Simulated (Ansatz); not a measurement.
# Mg3PtCl: a trial structure relaxed

Where does this trial cell of Mg3PtCl go when cell and atoms are let free?

Program: Ansatz 0.2.0. Level of theory: DFT PBE, scalar-relativistic, plane waves, PAW. These are calculated values, not measurements.

**1. The structure to begin with**

Symmetry: Pm-3m, No. 221, cubic system. Conventional cell: a = 4.703 Å, b = 4.703 Å, c = 4.703 Å, α = 90.00°, β = 90.00°, γ = 90.00°. Mg (site symmetry 4/mmm) has 2 Pt at 2.35 Å and 8 Mg at 3.33 Å and 4 Cl at 3.33 Å as nearest neighbours. Pt (site symmetry m-3m) has 6 Mg at 2.35 Å as nearest neighbours. Around Cl (site symmetry m-3m) lie 12 Mg at 3.33 Å.

Coordinates:

```cif
data_structure
_symmetry_space_group_name_H-M 'P 1'
_symmetry_Int_Tables_number 1
_cell_length_a 4.7033
_cell_length_b 4.7033
_cell_length_c 4.7033
_cell_angle_alpha 90.000
_cell_angle_beta 90.000
_cell_angle_gamma 90.000
_cell_volume 104.04
loop_
_atom_site_label
_atom_site_type_symbol
_atom_site_fract_x
_atom_site_fract_y
_atom_site_fract_z
_atom_site_occupancy
Mg1 Mg 0.50000 0.00000 0.50000 1
Mg2 Mg 0.00000 0.50000 0.50000 1
Mg3 Mg 0.50000 0.50000 0.00000 1
Pt1 Pt 0.50000 0.50000 0.50000 1
Cl1 Cl 0.00000 0.00000 0.00000 1
```

A structure generator made this guess: species swapped into a database cell of Y3InC (Pm-3m, No. 221), with Mg on the Y sites, Cl on the In sites and Pt on the C sites. Its size is a rough estimate.

**2. Probe: one point on a coarse mesh**

input.yaml reads:

```yaml
crystal:
  lattice:
    - [4.70330587, 0.0, 0.0]
    - [0.0, 4.70330587, 0.0]
    - [0.0, 0.0, 4.70330587]
  atoms:
    - { symbol: Mg, position: [0.5, 0.0, 0.5] }
    - { symbol: Mg, position: [0.0, 0.5, 0.5] }
    - { symbol: Mg, position: [0.5, 0.5, 0.0] }
    - { symbol: Pt, position: [0.5, 0.5, 0.5] }
    - { symbol: Cl, position: [0.0, 0.0, 0.0] }
basis:
  ecutwfc: 420
kpoints:
  mp_grid: { grid: [4, 4, 4] }
hamiltonian:
  xc: pbe
scf:
  occupations: { method: gaussian, width: 0.1 }
  lower_state_search: "off"
output:
  forces: true
  stress: true
  eigenvalues: true
```

Launch:

```
ansatz run input.yaml --threads 1 --pin off --max-ram 2048MiB --backend cpu --events-out ev --progress --plain --runs-dir out
```

Further runs follow: spin check on a coarse mesh; a loose first relaxation; full relaxation.

Before running it: what results should come out? Wanted: conventional cell; volume; energy over the elements; gap on the mesh.

The runs gave:

| quantity | value |
| --- | --- |
| symmetry at the end (tolerance 0.05 Å) | space group Pm-3m (No. 221) |
| conventional cell | a = 5.074 Å, b = 5.074 Å, c = 5.074 Å, α = 90.00°, β = 90.00°, γ = 90.00° |
| volume | 26.13 Å³/atom |
| energy over the elements (uncorrected; H, N, O, F and Cl as molecules) | -0.51 eV/atom |
| gap on the mesh | none (metal) |

In words: The space group Pm-3m (No. 221) is kept, and the volume per atom grows by 25.6 % from the first guess. It lies below the elements, which doesn't yet make it stable: competing phases were not computed in this session. No finished test with a distortion of lower symmetry is shown, so the end may be a saddle point. Spin-orbit coupling is left out for Pt. A spin-polarised run here lost its starting moments, which speaks against magnetism, though one start doesn't rule it out. Other magnetic orders were not searched.
